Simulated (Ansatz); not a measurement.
**CH4ClGeO radical: one species, many methods**

Aim: compute CH4ClGeO radical with functionals from several rungs and with coupled cluster. The yardstick is the atomisation energy at the CCSD(T) limit.

Method: functionals in def2-TZVPP, the program's frozen cores in correlated methods; program: Ansatz 0.2.0, Gaussian basis.

Plan: LDA (SPW92), PBE-D4, revPBE-D4, BLYP-D4, r2SCAN-D4, B97M-V, PBE0-D4, B3LYP-D4, r2SCANh-D4, r2SCAN0-D4, HSE06-D4, BHLYP-D4, CAM-B3LYP-D4, LC-ωPBE, ωB97X-V, ωB97M-V, B2PLYP, PBE-QIDH; CCSD(T)/def2-SVP; CCSD(T)/def2-TZVPP; MP2/def2-QZVPP; extrapolation to the limit; RPA on PBE.

### 1 The relaxed structure

All runs share one geometry, relaxed beforehand with PBE0-D4 in a triple-zeta def2 set.

8 atoms, charge 0, spin multiplicity 2.

Atoms are counted from 1 here; the program's logs count them from 0.

Bond lengths: C1–Ge2 1.959 Å, C1–H5 1.090 Å, C1–H6 1.091 Å, C1–H7 1.089 Å, Ge2–O3 1.780 Å, Ge2–Cl4 2.184 Å, O3–H8 0.961 Å. Angles: Ge2–C1–H5 109.2°, Ge2–C1–H6 107.2°, Ge2–C1–H7 109.9°, H5–C1–H6 110.0°, H5–C1–H7 110.2°, H6–C1–H7 110.3°, C1–Ge2–O3 104.8°, C1–Ge2–Cl4 109.0°, O3–Ge2–Cl4 106.9°, Ge2–O3–H8 113.2°.

Geometry (Å):

```
C     0.0700    1.2351   -0.0459
Ge   -0.6615   -0.5535    0.2727
O     0.7146   -1.5046    0.8800
Cl   -1.2471   -1.4321   -1.6394
H     0.4195    1.6524    0.8981
H     0.9069    1.1226   -0.7376
H    -0.6948    1.8762   -0.4809
H     0.5846   -2.4532    0.7971
```

### 2 LDA

This LDA is Slater exchange with PW92 correlation.

in.yaml

```yaml
crystal:
  periodic: [false, false, false]
  atoms:
    - {symbol: C, position_ang: [0.070041, 1.235080, -0.045938]}
    - {symbol: Ge, position_ang: [-0.661503, -0.553515, 0.272732]}
    - {symbol: O, position_ang: [0.714624, -1.504574, 0.879986]}
    - {symbol: Cl, position_ang: [-1.247058, -1.432118, -1.639370]}
    - {symbol: H, position_ang: [0.419478, 1.652375, 0.898117]}
    - {symbol: H, position_ang: [0.906871, 1.122640, -0.737615]}
    - {symbol: H, position_ang: [-0.694828, 1.876244, -0.480852]}
    - {symbol: H, position_ang: [0.584576, -2.453234, 0.797141]}
basis:
  gaussian: {orbitals: def2-TZVPP}
magnetization: {spin_polarized: true, initial_magnetization: 1}
hamiltonian: {xc: lda}
output: {orbitals: {seedname: orbitals}}
```

Further steps of the session: PBE-D4 (GGA); revPBE-D4 (GGA); BLYP-D4 (GGA); r2SCAN-D4 (meta-GGA); B97M-V (meta-GGA); PBE0-D4 (hybrid); B3LYP-D4 (hybrid); r2SCANh-D4 (hybrid); r2SCAN0-D4 (hybrid); HSE06-D4 (hybrid); BHLYP-D4 (hybrid); CAM-B3LYP-D4 (range-separated); LC-ωPBE-D4 (range-separated); ωB97X-V (range-separated); ωB97M-V (range-separated); B2PLYP (double hybrid); PBE-QIDH (double hybrid); CCSD(T) in def2-SVP; CCSD(T) in def2-TZVPP; MP2 in def2-QZVPP; RPA on PBE orbitals.

Q: Predict the results of all the runs planned. Wanted: atomisation energy, CCSD(T)/CBS; farthest beyond LDA; mean size of error, GGA; mean size of error, meta-GGA; mean size of error, hybrid; mean size of error, range-separated; mean size of error, double hybrid; gap, smallest and largest; T1 diagnostic.

The runs gave:

| quantity | value |
| --- | --- |
| atomisation energy, CCSD(T)/CBS | 2728.1 kJ/mol |
| functionals within 27.3 kJ/mol (1.0 %) | revPBE-D4, BLYP-D4, r2SCAN-D4, B97M-V, PBE0-D4, B3LYP-D4, r2SCANh-D4, HSE06-D4, CAM-B3LYP-D4, LC-ωPBE, ωB97X-V, ωB97M-V, PBE-QIDH |
| farthest beyond LDA | BHLYP-D4 (-103.7 kJ/mol) |
| mean size of error, GGA | 29.0 kJ/mol |
| mean size of error, meta-GGA | 19.1 kJ/mol |
| mean size of error, hybrid | 27.0 kJ/mol |
| mean size of error, range-separated | 9.4 kJ/mol |
| mean size of error, double hybrid | 28.3 kJ/mol |
| gap, smallest and largest | 0.84 eV (LDA (SPW92)), 8.19 eV (LC-ωPBE) |
| T1 diagnostic | 0.0131 |
| triples share of the correlation energy | 3.8 % |

**Reading.** The LDA atomisation energy is off by 413.3 kJ/mol (15 %): it overbinds. PBE-D4 misses by +52.3 kJ/mol. Double hybrids carry the basis error of their MP2 part in triple zeta, and no dispersion term here, so their miss is partly the set-up's. The rungs range-separated, meta-GGA, hybrid miss on average by less than the doubt on the reference (27.3 kJ/mol), so they tie. The reference freezes the cores and leaves out relativity and excitations past (T), and its outer-core shells are covered unevenly, so misses under about 27.3 kJ/mol can't be ranked. Hartree-Fock recovers 72 % of the binding; the rest is correlation. CCSD(T) in def2-SVP is off by -197.1 kJ/mol, so the small basis spoils what the method gains. The gap grows from 0.8 to 8.2 eV across the functionals, mostly with the share of exact exchange. Correlated methods include outer-core shells of Ge, which these sets cover unevenly.
